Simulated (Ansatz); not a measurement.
# interstitial Cu in SiO2: molecular dynamics

Purpose: to see whether the interstitial stays in its void or moves on. The start is relaxed first. Runs: 110 steps of 1 fs at constant energy, with velocities drawn for 1800 K; 200 steps of 1 fs under a Nosé-Hoover thermostat at 1260 K. The host cell (P4_2/mnm) has 24 atoms, cell charge +1; the extra atom is the last.

Program: Ansatz 0.2.0. Level of theory: DFT PBE, plane waves, PAW, scalar-relativistic, no spin polarisation. These are calculated values, not measurements.

**1. The starting structure**

The cell holds 25 atoms (CuO16Si8): a = 5.910 Å, b = 5.910 Å, c = 5.330 Å, α = 90.00°, β = 90.00°, γ = 90.00°.

Its coordinates follow in the input file.

**2. Relaxing the start**

Input file input.yaml:

```yaml
crystal:
  lattice:
    - [-4.179, -4.179, 0.0]
    - [4.179, -4.179, 0.0]
    - [0.0, 0.0, 5.3298]
  atoms:
    - { symbol: Si, position: [0.5, 0.5, 0.0] }
    - { symbol: Si, position: [0.0, 0.5, 0.25] }
    - { symbol: O, position: [0.1938, 0.5, 0.0] }
    - { symbol: O, position: [0.0, 0.1938, 0.25] }
    - { symbol: O, position: [0.8062, 0.5, 0.0] }
    - { symbol: O, position: [0.0, 0.8062, 0.25] }
    - { symbol: Si, position: [0.5, 0.5, 0.5] }
    - { symbol: Si, position: [0.0, 0.5, 0.75] }
    - { symbol: O, position: [0.1938, 0.5, 0.5] }
    - { symbol: O, position: [0.0, 0.1938, 0.75] }
    - { symbol: O, position: [0.8062, 0.5, 0.5] }
    - { symbol: O, position: [0.0, 0.8062, 0.75] }
    - { symbol: Si, position: [0.0, 0.0, 0.0] }
    - { symbol: Si, position: [0.5, 0.0, 0.25] }
    - { symbol: O, position: [0.6938, 0.0, 0.0] }
    - { symbol: O, position: [0.5, 0.6938, 0.25] }
    - { symbol: O, position: [0.3062, 0.0, 0.0] }
    - { symbol: O, position: [0.5, 0.3062, 0.25] }
    - { symbol: Si, position: [0.0, 0.0, 0.5] }
    - { symbol: Si, position: [0.5, 0.0, 0.75] }
    - { symbol: O, position: [0.6938, 0.0, 0.5] }
    - { symbol: O, position: [0.5, 0.6938, 0.75] }
    - { symbol: O, position: [0.3062, 0.0, 0.5] }
    - { symbol: O, position: [0.5, 0.3062, 0.75] }
    - { symbol: Cu, position: [0.7682089, 0.6623608, 0.2477203] }
total_charge: 1
basis:
  ecutwfc: 420.0
kpoints:
  mp_grid: { grid: [2, 2, 2] }
hamiltonian:
  xc: pbe
  pseudopotentials: { kind: paw, azcp: { folder: soft_1 } }
scf:
  occupations: { method: fermi_dirac, width: 0.05 }
  lower_state_search: "off"
relax:
  f_tol: 0.08
  max_steps: 25
  adjacent_minimum: "off"
```

Started as:

```bash
> ansatz run input.yaml --threads 1 --pin off --max-ram 3072MiB --backend cpu --events-out ev --progress --plain --runs-dir out
```

What it wrote (excerpt; [...] marks lines left out):

```text
Warning: RAYON_NUM_THREADS=1 ignored (pool sized by the plan → 1); use --threads N
[...]
Pseudopotentials: kind: paw
Pseudopotential: Si, paw, valence charge 4, recommended cutoff 420 eV (normal), <dir>
Pseudopotential: O, paw, valence charge 6, recommended cutoff 420 eV (normal), <dir>
Pseudopotential: Cu, paw, valence charge 19, recommended cutoff 420 eV (normal), <dir>
Functional definition: PBE
[...]
Crystal: 25 atoms, lattice volume = 186.160 Å³
Basis set: ecut = 420 eV, 3653 PW (Γ), exchange–correlation on 80×80×72 points (8 copies of the dense FFT grid, shifted against one another)
Bands: 98, of which v1, the nominal top of the filled ones, is band 73 counted from 1 (72 counted from 0)
Symmetry: 1 space group operations
[...]
relax step   1: F+E_penalty+E_count = -20810.65146863 eV  Δ(F+E_penalty+E_count) = +0.000e0 eV  max|allowed force component| = 1.948e1 eV/Å  Δτ_max = 0.0000 Å  (9 SCF iters, dr2 threshold 1.00e-4 eV, accepted)
[...]
relax step   4: F+E_penalty+E_count = -20818.48793303 eV  Δ(F+E_penalty+E_count) = -5.099e-1 eV  max|allowed force component| = 6.339e-1 eV/Å  Δτ_max = 0.2000 Å  (7 SCF iters, dr2 threshold 1.00e-4 eV, accepted)
[...]
relax step   5: F+E_penalty+E_count = -20818.61544656 eV  Δ(F+E_penalty+E_count) = -1.275e-1 eV  max|allowed force component| = 3.998e-1 eV/Å  Δτ_max = 0.2000 Å  (7 SCF iters, dr2 threshold 2.51e-5 eV, accepted)
[...]
SCF iter   1: F=—  HF=-20819.101439 eV  |F-HF|=—  |Δ(HF+E_count)|=         —  Δρ=2.78e-2  dr2=1.03e0  ethr=6.99e-4  ⟨swp⟩=1.0  Hψ=2914  notcnv=0  defer=153
```

**3. The log goes on: start relaxed**

Output, continued:

```text
preconditioner: auto → Resta (q_TF=auto, 2.620 Å⁻¹)  ε∞=4.1  [insulator: Δε(μ)=3.417 eV  Ē_g=18.142 eV  σ=0.050 eV  W_gap=1.00  n_scr=56 (ndim 8)  ℏωp=32.0 eV  f_vac=0.000  D(μ)=0.00/eV (n_scr^D=0)  ε∞_Penn≈4.1]
SCF iter   2: F=—  HF=-20818.798109 eV  |F-HF|=—  |Δ(HF+E_count)|=   3.03e-1  Δρ=1.42e-2  dr2=2.75e-1  ethr=6.99e-4  ⟨swp⟩=2.1  Hψ=1241  notcnv=0  defer=153
SCF iter   3: F=—  HF=-20818.742497 eV  |F-HF|=—  |Δ(HF+E_count)|=   5.56e-2  Δρ=1.13e-2  dr2=1.40e-1  ethr=1.89e-4  ⟨swp⟩=2.1  Hψ=1537  notcnv=0  defer=155
SCF iter   4: F=—  HF=-20818.700658 eV  |F-HF|=—  |Δ(HF+E_count)|=   4.18e-2  Δρ=1.89e-3  dr2=3.86e-3  ethr=9.61e-5  ⟨swp⟩=2.2  Hψ=1260  notcnv=0  defer=155
SCF iter   5: F=—  HF=-20818.701662 eV  |F-HF|=—  |Δ(HF+E_count)|=   1.00e-3  Δρ=8.37e-4  dr2=8.12e-4  ethr=2.64e-6  ⟨swp⟩=2.0  Hψ=1480  notcnv=0  defer=155
SCF iter   6: F=—  HF=-20818.701450 eV  |F-HF|=—  |Δ(HF+E_count)|=   2.12e-4  Δρ=1.54e-4  dr2=3.22e-5  ethr=5.56e-7  ⟨swp⟩=2.0  Hψ=1134  notcnv=0  defer=155
SCF iter   7: F=-20818.701459 eV  HF=-20818.701460 eV  |F-HF|=8.57e-7  |Δ(HF+E_count)|=   1.02e-5  Δρ=6.12e-5  dr2=5.16e-6  ethr=6.84e-9  ⟨swp⟩=5.0  Hψ=2536  notcnv=0
SCF 6 converged in 7 iterations: F = -20818.701459 eV  dr2 = 5.16e-6
relax step   6: F+E_penalty+E_count = -20818.70145925 eV  Δ(F+E_penalty+E_count) = -8.601e-2 eV  max|allowed force component| = 5.519e-1 eV/Å  Δτ_max = 0.2000 Å  (7 SCF iters, dr2 threshold 9.99e-6 eV, accepted)
iter 1 solved again at ethr=6.52e-4 eV; its pass at ethr=3.10e-3 eV (dr2=9.51e-1 eV) is discarded
SCF iter   1: F=—  HF=-20819.214420 eV  |F-HF|=—  |Δ(HF+E_count)|=         —  Δρ=2.67e-2  dr2=9.65e-1  ethr=6.52e-4  ⟨swp⟩=1.0  Hψ=2921  notcnv=0  defer=151
preconditioner: auto → Resta (q_TF=auto, 2.620 Å⁻¹)  ε∞=4.1  [insulator: Δε(μ)=3.711 eV  Ē_g=18.148 eV  σ=0.050 eV  W_gap=1.00  n_scr=56 (ndim 8)  ℏωp=32.0 eV  f_vac=0.000  D(μ)=0.00/eV (n_scr^D=0)  ε∞_Penn≈4.1]
SCF iter   2: F=—  HF=-20818.935204 eV  |F-HF|=—  |Δ(HF+E_count)|=   2.79e-1  Δρ=1.37e-2  dr2=2.61e-1  ethr=6.52e-4  ⟨swp⟩=2.4  Hψ=1244  notcnv=0  defer=151
SCF iter   3: F=—  HF=-20818.882941 eV  |F-HF|=—  |Δ(HF+E_count)|=   5.23e-2  Δρ=1.10e-2  dr2=1.34e-1  ethr=1.79e-4  ⟨swp⟩=2.2  Hψ=1530  notcnv=0  defer=160
SCF iter   4: F=—  HF=-20818.843327 eV  |F-HF|=—  |Δ(HF+E_count)|=   3.96e-2  Δρ=1.86e-3  dr2=3.76e-3  ethr=9.17e-5  ⟨swp⟩=2.4  Hψ=1251  notcnv=0  defer=160
SCF iter   5: F=—  HF=-20818.844458 eV  |F-HF|=—  |Δ(HF+E_count)|=   1.13e-3  Δρ=6.77e-4  dr2=5.54e-4  ethr=2.58e-6  ⟨swp⟩=2.0  Hψ=1480  notcnv=0  defer=160
SCF iter   6: F=—  HF=-20818.844318 eV  |F-HF|=—  |Δ(HF+E_count)|=   1.41e-4  Δρ=1.58e-4  dr2=3.12e-5  ethr=3.79e-7  ⟨swp⟩=2.0  Hψ=1108  notcnv=0  defer=160
SCF iter   7: F=-20818.844327 eV  HF=-20818.844328 eV  |F-HF|=1.36e-6  |Δ(HF+E_count)|=   1.04e-5  Δρ=5.93e-5  dr2=5.27e-6  ethr=2.14e-8  ⟨swp⟩=4.0  Hψ=2271  notcnv=0
SCF 7 converged in 7 iterations: F = -20818.844327 eV  dr2 = 5.27e-6
relax step   7: F+E_penalty+E_count = -20818.84432667 eV  Δ(F+E_penalty+E_count) = -1.429e-1 eV  max|allowed force component| = 3.100e-1 eV/Å  Δτ_max = 0.2000 Å  (7 SCF iters, dr2 threshold 1.00e-4 eV, accepted)
iter 1 solved again at ethr=3.43e-4 eV; its pass at ethr=3.10e-3 eV (dr2=5.00e-1 eV) is discarded
SCF iter   1: F=—  HF=-20819.090794 eV  |F-HF|=—  |Δ(HF+E_count)|=         —  Δρ=1.90e-2  dr2=4.98e-1  ethr=3.43e-4  ⟨swp⟩=1.4  Hψ=2809  notcnv=0  defer=157
preconditioner: auto → Resta (q_TF=auto, 2.620 Å⁻¹)  ε∞=4.1  [insulator: Δε(μ)=3.626 eV  Ē_g=18.141 eV  σ=0.050 eV  W_gap=1.00  n_scr=56 (ndim 8)  ℏωp=32.0 eV  f_vac=0.000  D(μ)=0.00/eV (n_scr^D=0)  ε∞_Penn≈4.1]
SCF iter   2: F=—  HF=-20818.943443 eV  |F-HF|=—  |Δ(HF+E_count)|=   1.47e-1  Δρ=9.75e-3  dr2=1.31e-1  ethr=3.41e-4  ⟨swp⟩=2.2  Hψ=1242  notcnv=0  defer=157
SCF iter   3: F=—  HF=-20818.925154 eV  |F-HF|=—  |Δ(HF+E_count)|=   1.83e-2  Δρ=9.46e-3  dr2=9.61e-2  ethr=8.95e-5  ⟨swp⟩=2.2  Hψ=1530  notcnv=0  defer=160
SCF iter   4: F=—  HF=-20818.896464 eV  |F-HF|=—  |Δ(HF+E_count)|=   2.87e-2  Δρ=1.20e-3  dr2=1.49e-3  ethr=6.58e-5  ⟨swp⟩=2.2  Hψ=1250  notcnv=0  defer=160
SCF iter   5: F=—  HF=-20818.897171 eV  |F-HF|=—  |Δ(HF+E_count)|=   7.06e-4  Δρ=4.94e-4  dr2=2.93e-4  ethr=1.02e-6  ⟨swp⟩=2.0  Hψ=1480  notcnv=0  defer=160
SCF iter   6: F=-20818.897093 eV  HF=-20818.897095 eV  |F-HF|=2.17e-6  |Δ(HF+E_count)|=   7.55e-5  Δρ=7.26e-5  dr2=1.21e-5  ethr=2.08e-8  ⟨swp⟩=3.5  Hψ=3099  notcnv=0
SCF 8 converged in 6 iterations: F = -20818.897093 eV  dr2 = 1.21e-5
relax step   8: F+E_penalty+E_count = -20818.89709314 eV  Δ(F+E_penalty+E_count) = -5.277e-2 eV  max|allowed force component| = 2.466e-2 eV/Å  Δτ_max = 0.1378 Å  (6 SCF iters, dr2 threshold 3.03e-5 eV, accepted)
iter 1 solved again at ethr=8.33e-9 eV; its pass at ethr=3.10e-3 eV (dr2=1.22e-5 eV) is discarded
SCF iter   1: F=—  HF=-20818.897150 eV  |F-HF|=—  |Δ(HF+E_count)|=         —  Δρ=7.33e-5  dr2=1.22e-5  ethr=8.33e-9  ⟨swp⟩=1.0  Hψ=1872  notcnv=0  defer=160
preconditioner: auto → Resta (q_TF=auto, 2.620 Å⁻¹)  ε∞=4.1  [insulator: Δε(μ)=3.408 eV  Ē_g=18.126 eV  σ=0.050 eV  W_gap=1.00  n_scr=56 (ndim 8)  ℏωp=32.0 eV  f_vac=0.000  D(μ)=0.00/eV (n_scr^D=0)  ε∞_Penn≈4.1]
SCF iter   2: F=—  HF=-20818.897097 eV  |F-HF|=—  |Δ(HF+E_count)|=   5.36e-5  Δρ=5.65e-5  dr2=5.22e-6  ethr=8.33e-9  ⟨swp⟩=2.0  Hψ=1176  notcnv=0  defer=160
SCF iter   3: F=—  HF=-20818.897098 eV  |F-HF|=—  |Δ(HF+E_count)|=   1.76e-6  Δρ=2.53e-5  dr2=1.09e-6  ethr=3.57e-9  ⟨swp⟩=2.0  Hψ=1208  notcnv=0  defer=160
SCF iter   4: F=—  HF=-20818.897099 eV  |F-HF|=—  |Δ(HF+E_count)|=   4.60e-7  Δρ=4.90e-5  dr2=2.73e-6  ethr=7.43e-10  ⟨swp⟩=3.0  Hψ=1241  notcnv=0  defer=160
SCF iter   5: F=-20818.897098 eV  HF=-20818.897098 eV  |F-HF|=9.14e-9  |Δ(HF+E_count)|=   8.29e-7  Δρ=7.63e-6  dr2=5.25e-8  ethr=6.85e-11  ⟨swp⟩=3.6  Hψ=2960  notcnv=0
SCF 9 converged in 5 iterations: F = -20818.897098 eV  dr2 = 5.25e-8
relax step   9: F+E_penalty+E_count = -20818.89709802 eV  Δ(F+E_penalty+E_count) = -4.879e-6 eV  max|allowed force component| = 2.414e-2 eV/Å  Δτ_max = 0.0000 Å  (5 SCF iters, accepted)
SCF converged after 5 iterations
Free energy (F): -20818.897098 eV
Harris-Foulkes:  -20818.897098 eV  (|F-HF|=9.14e-9)
Internal energy: -20818.897098 eV  (E = F + TS)
E sigma→0 (E₀):  -20818.897098 eV
Fermi energy:    15.161642 eV
--- Per-component energies (eV) ---
  E_band       = -11.414531
  E_kinetic    = 3422.708261
  E_local      = -10969.494562  (includes V_loc(G=0)·N_el)
  E_nonlocal   = 1909.854479
  E_hartree    = 4541.119675
  E_xc         = -1687.852163
  E_vxc        = -1966.116617  (∫ρ·V_xc dr)
  E_paw        = -8540.062382  (= ΣΔE_a)
  E_vpaw       = -1490.624668  (= ΣTr[D̂ρ^β])
  E_aug_tail   = 0.013894  (compensation charges beyond the density's cutoff)
  E_ewald      = -9495.184300
  E_smearing   = -0.000000  (= −TS)
  E_closure    = 0.000000  (closes the sum)
  E_deformation_potential = 20.697112  (in the stress; not in F)
  Σ components = -20818.897098   (vs F -20818.897098, Δ=0.00e0)
--- Forces (eV/Å), atoms counted from 1 ---
  atom   1  Si    -0.00444353    -0.01971926     0.00976085
  atom   2  Si     0.02070726    -0.00747373    -0.00952971
  atom   3  O      0.00939272     0.00157202     0.00520537
  atom   4  O     -0.00475044     0.01242023    -0.00670604
  atom   5  O     -0.00572468     0.00333857    -0.00707459
  atom   6  O      0.00580009    -0.00114294     0.00451157
  atom   7  Si     0.00270187    -0.01012576    -0.00643925
  atom   8  Si     0.00962044     0.00242813     0.00840118
  atom   9  O     -0.00472068    -0.00188819    -0.00695462
  atom  10  O      0.00152893    -0.00551458     0.00979055
  atom  11  O      0.00665832    -0.00552250    -0.00256278
  atom  12  O      0.00340630     0.00606558     0.00451554
  atom  13  Si     0.00503749     0.01839550     0.01291675
  atom  14  Si    -0.02413000     0.00474755    -0.00825609
  atom  15  O      0.00225252     0.00152691    -0.00247790
  atom  16  O      0.00191293    -0.00167212     0.00528515
  atom  17  O     -0.00998902    -0.00120287     0.00956854
  atom  18  O      0.00307589    -0.00929756    -0.00545770
  atom  19  Si     0.00007924     0.00848650    -0.00919872
  atom  20  Si    -0.00874433    -0.00266245     0.00918375
  atom  21  O     -0.00971471     0.00737593    -0.00446823
  atom  22  O     -0.00549776    -0.00508765     0.00576389
  atom  23  O      0.00746510    -0.00023209    -0.01230145
  atom  24  O      0.00237034     0.00399486     0.00866491
  atom  25  Cu    -0.00404361     0.00107220    -0.01209261
  max |Σ_I F_I| component: 2.51e-4 eV/Å
--- Relaxed structure (9 steps of the walk, 9 accepted, 0 SCFs on fresh bases) ---
  F+E_penalty+E_count = -20818.89709802 eV   max|allowed force component| = 2.414e-2 eV/Å
  atoms:
    - { symbol: Si, position: [0.4789321679588311, 0.48835890253851366, -0.00024609840990859333] }
    - { symbol: Si, position: [0.008896188671085714, 0.4746064389720382, 0.259986698258954] }
    - { symbol: O, position: [0.18818355399181627, 0.4884419420747016, 0.0023178716892635213] }
    - { symbol: O, position: [0.008733877136260226, 0.1839332326644123, 0.25736675107648765] }
    - { symbol: O, position: [0.8056506117534896, 0.4583202189597512, -0.004127550795063662] }
    - { symbol: O, position: [0.039452395580351685, 0.8014114805070935, 0.2640224598847363] }
    - { symbol: Si, position: [0.49371851111723075, 0.499957395540672, 0.5091761988680578] }
    - { symbol: Si, position: [-0.0028614727410883056, 0.48954921413739827, 0.75063466658389] }
    - { symbol: O, position: [0.1920167482618884, 0.48891015564873874, 0.5102504172773793] }
    - { symbol: O, position: [0.008195741027896303, 0.18781504319841968, 0.7495475537804092] }
    - { symbol: O, position: [0.8030556466689502, 0.493762938402951, 0.5016293493538938] }
    - { symbol: O, position: [0.003325530316345693, 0.7988243612022146, 0.7581285005538453] }
    - { symbol: Si, position: [0.02253104573165763, 0.00460349342803785, -0.000296243129059803] }
    - { symbol: Si, position: [0.4924948647536035, 0.01842759404411856, 0.2599613145613853] }
    - { symbol: O, position: [0.6958297803147215, 0.03501247678233138, -0.00434238284295726] }
    - { symbol: O, position: [0.4620391285602614, 0.6913413065177041, 0.2639613788043484] }
    - { symbol: O, position: [0.31327616397611363, 0.00446388831228417, 0.002287703350717626] }
    - { symbol: O, position: [0.4927370578497468, 0.3089874543718258, 0.25737828513641986] }
    - { symbol: Si, position: [0.007741050029906273, -0.007056299946626654, 0.5091624850390161] }
    - { symbol: Si, position: [0.5043393608203459, 0.003401726050397458, 0.7505964331679041] }
    - { symbol: O, position: [0.6983962486621129, -0.0007349331074620324, 0.5016259142193601] }
    - { symbol: O, position: [0.49814382633098997, 0.6941378057240816, 0.7581334824494564] }
    - { symbol: O, position: [0.30944709219863054, 0.003940328579033203, 0.5102559529951345] }
    - { symbol: O, position: [0.4932952801928202, 0.3051510470736496, 0.7495713518513801] }
    - { symbol: Cu, position: [0.7506385008360316, 0.7467935883237197, 0.13073780627494866] }
```

Wall time 86 s (1 thread of Arm Neoverse V1, shared host); peak memory 0.46 GiB.

The steps of the relaxation:

```csv
step,energy from step 1 (eV/cell),largest force component (eV/Å)
1,0.0000,19.4761
2,-4.7353,10.2641
3,-7.3266,2.6477
4,-7.8365,0.6339
5,-7.9640,0.3998
6,-8.0500,0.5519
7,-8.1929,0.3100
8,-8.2456,0.0247
9,-8.2456,0.0241
```

Step 1 is the start. Step 9 solves the same geometry again.

The atom that moved most is Cu25, by 0.81 Å.

**4. Run 1**

110 steps of 1 fs at constant energy, with velocities drawn for 1800 K, from the relaxed start.

Input file input.yaml:

```yaml
crystal:
  lattice:
    - [-4.179, -4.179, 0.0]
    - [4.179, -4.179, 0.0]
    - [0.0, 0.0, 5.3298]
  atoms:
    - { symbol: Si, position: [0.47893217, 0.4883589, -0.0002461] }
    - { symbol: Si, position: [0.00889619, 0.47460644, 0.2599867] }
    - { symbol: O, position: [0.18818355, 0.48844194, 0.00231787] }
    - { symbol: O, position: [0.00873388, 0.18393323, 0.25736675] }
    - { symbol: O, position: [0.80565061, 0.45832022, -0.00412755] }
    - { symbol: O, position: [0.0394524, 0.80141148, 0.26402246] }
    - { symbol: Si, position: [0.49371851, 0.4999574, 0.5091762] }
    - { symbol: Si, position: [-0.00286147, 0.48954921, 0.75063467] }
    - { symbol: O, position: [0.19201675, 0.48891016, 0.51025042] }
    - { symbol: O, position: [0.00819574, 0.18781504, 0.74954755] }
    - { symbol: O, position: [0.80305565, 0.49376294, 0.50162935] }
    - { symbol: O, position: [0.00332553, 0.79882436, 0.7581285] }
    - { symbol: Si, position: [0.02253105, 0.00460349, -0.00029624] }
    - { symbol: Si, position: [0.49249486, 0.01842759, 0.25996131] }
    - { symbol: O, position: [0.69582978, 0.03501248, -0.00434238] }
    - { symbol: O, position: [0.46203913, 0.69134131, 0.26396138] }
    - { symbol: O, position: [0.31327616, 0.00446389, 0.0022877] }
    - { symbol: O, position: [0.49273706, 0.30898745, 0.25737829] }
    - { symbol: Si, position: [0.00774105, -0.0070563, 0.50916249] }
    - { symbol: Si, position: [0.50433936, 0.00340173, 0.75059643] }
    - { symbol: O, position: [0.69839625, -0.00073493, 0.50162591] }
    - { symbol: O, position: [0.49814383, 0.69413781, 0.75813348] }
    - { symbol: O, position: [0.30944709, 0.00394033, 0.51025595] }
    - { symbol: O, position: [0.49329528, 0.30515105, 0.74957135] }
    - { symbol: Cu, position: [0.7506385, 0.74679359, 0.13073781] }
total_charge: 1
basis:
  ecutwfc: 420.0
kpoints:
  mp_grid: { grid: [2, 2, 2] }
hamiltonian:
  xc: pbe
  pseudopotentials: { kind: paw, azcp: { folder: soft_1 } }
scf:
  occupations: { method: fermi_dirac, width: 0.05 }
  lower_state_search: "off"
md:
  timestep: 1
  n_steps: 110
  ensemble: nve
  temperature: 1800.0
  initial_velocities: maxwell_boltzmann
  seed: 815710
```

Started as:

```bash
> ansatz run input.yaml --threads 1 --pin off --max-ram 3072MiB --backend cpu --events-out ev --progress --plain --runs-dir out
```

What it wrote (excerpt; [...] marks lines left out):

```text
Warning: md: disabling space-group detection — thermal motion breaks the input geometry's symmetry, so no spatial operation reduces the k-mesh or symmetrises the density; time reversal is kept, so that k and −k are solved as one point where they differ and the mesh holds both, and exact [...]
Warning: RAYON_NUM_THREADS=1 ignored (pool sized by the plan → 1); use --threads N
[...]
[... 3 set-up lines as earlier in the session ...]
[...]
md step     9: t =     9.00 fs  T =   606.2 K  F+E_penalty+E_count = -20815.17603104 eV  E_kin = 1.880564 eV  conserved = -20813.29546663 eV  (4 SCF iters)
[...]
md step    12: t =    12.00 fs  T =   434.9 K  F+E_penalty+E_count = -20814.64521985 eV  E_kin = 1.349189 eV  conserved = -20813.29603097 eV  (4 SCF iters)
md step    13: t =    13.00 fs  T =   446.3 K  F+E_penalty+E_count = -20814.68194803 eV  E_kin = 1.384639 eV  conserved = -20813.29730894 eV  (3 SCF iters)
md step    14: t =    14.00 fs  T =   483.2 K  F+E_penalty+E_count = -20814.79794777 eV  E_kin = 1.499144 eV  conserved = -20813.29880400 eV  (3 SCF iters)
```

**5. The log goes on: dynamics from the start**

Output, continued (excerpt; [...] marks lines left out):

```text
md step    15: t =    15.00 fs  T =   538.0 K  F+E_penalty+E_count = -20814.96930396 eV  E_kin = 1.668987 eV  conserved = -20813.30031707 eV  (4 SCF iters)
[...]
md step    30: t =    30.00 fs  T =   800.7 K  F+E_penalty+E_count = -20815.78389525 eV  E_kin = 2.483826 eV  conserved = -20813.30006883 eV  (8 SCF iters)
[...]
  atom   4  O      1.44895853    -2.75611138     1.67416950
  atom   5  O     -1.68438248    -0.03668258     0.09749997
  atom   6  O     -2.21383126    -2.81509725     2.31032828
  atom   7  Si     0.10278928    -1.75546540     3.85666863
  atom   8  Si    -1.05714778    -1.37352275    -1.67366824
[...]
--- MD trajectory: 110 steps, t = 0.0 → 110.0 fs ---
  final state: T = 851.9 K   F+E_penalty+E_count = -20815.94317360 eV   E_kin = 2.642865 eV
  conserved energy: peak-to-peak 1.811e-2 eV (7.244e-4 eV/atom) over 110.0 fs
```

Wall time 11 min (1 thread of Arm Neoverse V1, shared host); peak memory 0.54 GiB.

**6. What the atoms did**

The trajectory, every 8 steps (energies from step 0); msd is the mean square displacement from the start, the centre of mass held:

```csv
time (fs),T (K),potential energy change (meV/atom),total energy change (meV/atom),msd Cu (Å²),msd O (Å²),msd Si (Å²)
0.0,1800,0.0,0.00,0.000,0.000,0.000
8.0,735,132.8,0.65,0.006,0.014,0.005
16.0,603,149.0,0.45,0.020,0.023,0.011
24.0,887,113.7,0.36,0.034,0.020,0.014
32.0,840,119.6,0.49,0.046,0.014,0.017
40.0,1031,95.8,0.39,0.056,0.014,0.012
48.0,995,100.3,0.37,0.068,0.021,0.006
56.0,654,142.8,0.53,0.081,0.025,0.007
64.0,860,117.1,0.43,0.090,0.018,0.009
72.0,1114,85.5,0.33,0.093,0.014,0.008
80.0,773,128.0,0.52,0.090,0.019,0.008
88.0,871,115.6,0.38,0.086,0.019,0.011
96.0,859,117.3,0.45,0.081,0.016,0.016
104.0,814,122.8,0.43,0.077,0.013,0.018
110.0,852,118.2,0.51,0.074,0.014,0.015
```

time (fs), T (K) and a bar:
```
      0.0       1800 ##############################
      5.0       1249 #################
     10.0        512 #
     14.0        483 
     19.0        791 #######
     24.0        887 #########
     29.0        800 #######
     33.0        875 #########
     38.0       1025 ############
     43.0       1018 ############
     48.0        995 ############
     53.0        809 #######
     57.0        620 ###
     62.0        722 #####
     67.0       1055 #############
     72.0       1114 ##############
     77.0        881 #########
     81.0        759 ######
     86.0        829 ########
     91.0        892 #########
     96.0        859 #########
    100.0        850 ########
    105.0        802 #######
    110.0        852 ########
```

Pair distribution over the second half of the run:

```csv
r (Å),g O–O,g Si–O,g Si–Si
0.68,0.00,0.00,0.00
0.84,0.00,0.00,0.00
1.00,0.00,0.00,0.00
1.16,0.00,0.00,0.00
1.32,0.00,0.00,0.00
1.48,0.00,0.04,0.00
1.64,0.00,3.35,0.00
1.80,0.00,6.09,0.00
1.96,0.00,1.43,0.00
2.12,0.16,0.09,0.00
2.28,1.80,0.00,0.00
2.44,3.74,0.00,0.14
2.60,3.57,0.00,1.62
```

First peaks of g(r) (not always the tallest), and, where a minimum follows, the mean number of second-named atoms round a first-named one up to the next minimum:

```csv
pair,peak (Å),height,minimum (Å),neighbours
Si–O,1.72,6.1,2.28,6.0
```

[end of part 1 of 2]
